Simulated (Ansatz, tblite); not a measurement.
**The cluster Na₂₁−: one state, many levels**

The task here is to estimate one member of a computed series from the others.

Method: as each input shows; program: Ansatz 0.2.0, Gaussian basis.

Levels to be run: GFN1-xTB, PBE/def2-TZVP, r2SCAN/def2-TZVP, LC-ωPBE/def2-TZVP, PBE/def2-SVP, PBE0/def2-SVP, HF/STO-3G, MP2/def2-SVP, RPA/def2-SVP.

2 further runs of the same task are left out: 2 set aside as unsound or not needed.

## The relaxed structure

The singlet was relaxed beforehand with PBE/def2-SVP. At that level it is the lowest of the isomers that a small search found.

21 atoms, charge -1, spin multiplicity 1.

Bond lengths: Na1–Na3 3.574 Å, Na1–Na4 3.622 Å, Na1–Na7 3.495 Å, Na1–Na11 3.726 Å, Na1–Na12 3.716 Å, Na1–Na19 3.759 Å, Na2–Na5 3.574 Å, Na2–Na8 3.332 Å, Na2–Na10 3.825 Å, Na2–Na13 3.806 Å, Na2–Na20 3.559 Å, Na3–Na4 3.538 Å, Na3–Na7 3.568 Å, Na3–Na9 3.778 Å, Na3–Na12 3.769 Å, Na3–Na16 3.674 Å, Na4–Na7 3.621 Å, Na4–Na9 3.722 Å and more. Angles: Na3–Na1–Na4 58.9°, Na3–Na1–Na7 60.6°, Na3–Na1–Na11 109.8°, Na3–Na1–Na12 62.2°, Na3–Na1–Na19 108.6°, Na4–Na1–Na7 61.1°, Na4–Na1–Na11 62.0°, Na4–Na1–Na12 110.8°, Na4–Na1–Na19 110.6°, Na7–Na1–Na11 59.8°, Na7–Na1–Na12 60.3°, Na7–Na1–Na19 56.6°, Na11–Na1–Na12 111.9°, Na11–Na1–Na19 62.3°, Na12–Na1–Na19 59.5°, Na5–Na2–Na8 101.7°, Na5–Na2–Na10 116.4°, Na5–Na2–Na13 59.1° and more.

The ion is computed in the gas phase, without counter-ions or solvent.

PBE0/def2-TZVP was run before; its log isn't repeated, and its numbers join the tables.

Set-up of the first run:

Tight binding, by tblite at 300 K electronic temperature and without a spin-polarisation term:

```python
tblite.interface.Calculator('GFN1-xTB', numbers, positions, charge=-1, uhf=0).singlepoint()
```

start.molden holds the orbitals of an earlier run on this state, given as this run's starting guess.

in.yaml

```yaml
crystal:
  periodic: [false, false, false]
  atoms:
    - {symbol: Na, position_ang: [-0.527300, -3.562072, 1.797076]}
    - {symbol: Na, position_ang: [-0.500918, 4.678573, 3.954763]}
    - {symbol: Na, position_ang: [2.871148, -2.790776, 1.003143]}
    - {symbol: Na, position_ang: [0.300597, -0.823387, -0.424469]}
    - {symbol: Na, position_ang: [2.626691, 4.274217, 2.272245]}
    - {symbol: Na, position_ang: [5.075239, -3.154908, 6.778592]}
    - {symbol: Na, position_ang: [0.936615, -0.685702, 3.137837]}
    - {symbol: Na, position_ang: [-1.264423, 1.528541, 4.727761]}
    - {symbol: Na, position_ang: [3.193117, 0.972581, 1.078207]}
    - {symbol: Na, position_ang: [-3.567073, 3.177555, 2.230204]}
    - {symbol: Na, position_ang: [-2.503061, -0.416515, 2.089670]}
    - {symbol: Na, position_ang: [1.997576, -3.870393, 4.506491]}
    - {symbol: Na, position_ang: [2.024933, 2.079030, 5.116346]}
    - {symbol: Na, position_ang: [1.796749, -1.315989, 6.860906]}
    - {symbol: Na, position_ang: [4.791371, 0.527900, 7.011270]}
    - {symbol: Na, position_ang: [4.308604, -1.154595, 3.962212]}
    - {symbol: Na, position_ang: [5.253423, 2.346559, 3.805196]}
    - {symbol: Na, position_ang: [-1.123485, 0.139382, 7.884340]}
    - {symbol: Na, position_ang: [-1.271749, -2.282855, 5.252491]}
    - {symbol: Na, position_ang: [-0.230214, 2.326925, 1.296472]}
    - {symbol: Na, position_ang: [-4.067240, 0.014429, 5.460446]}
basis:
  gaussian: {orbitals: def2-TZVP, fitting: {mean_field: def2-universal-jkfit}, initial_orbitals: start.molden}
total_charge: -1
hamiltonian: {xc: pbe}
scf: {omitted_lower_state_checks: [starts]}
output: {forces: true, orbitals: {seedname: orbitals}}
```

Launch:

```
$ ansatz run in.yaml --threads 2 --pin off --events-out ev --progress --plain --max-ram 32768MiB --backend cuda --devices 0, --max-vram 18GiB
```

Among the steps run: PBE/def2-TZVP; r2SCAN/def2-TZVP; LC-ωPBE/def2-TZVP; PBE/def2-SVP; PBE0/def2-SVP; HF/STO-3G; MP2/def2-SVP; RPA/def2-SVP.

One table of the session follows, with a row left open; its other results are not shown here.

It belongs to the step «Levels side by side». 

```
            level  HOMO (eV)  LUMO (eV)  gap (eV)
        HF/STO-3G      10.70      13.84      3.14
     PBE/def2-SVP          ?          ?         ?
    PBE/def2-TZVP      -0.40      -0.11      0.29
 r2SCAN/def2-TZVP      -0.40      -0.08      0.32
    PBE0/def2-SVP      -0.66       0.27      0.93
   PBE0/def2-TZVP      -0.69       0.24      0.93
LC-ωPBE/def2-TZVP      -1.69       1.26      2.95
```

**Question.** Estimate the row for PBE/def2-SVP.

**Answer.** HOMO (eV): -0.36; LUMO (eV): -0.08; gap (eV): 0.29. In the column «HOMO (eV)» it lies between r2SCAN/def2-TZVP (-0.40) and HF/STO-3G (10.70).

Caveats from the session: The anion's highest level is positive in at least one run, so there the basis alone may hold the extra electron.
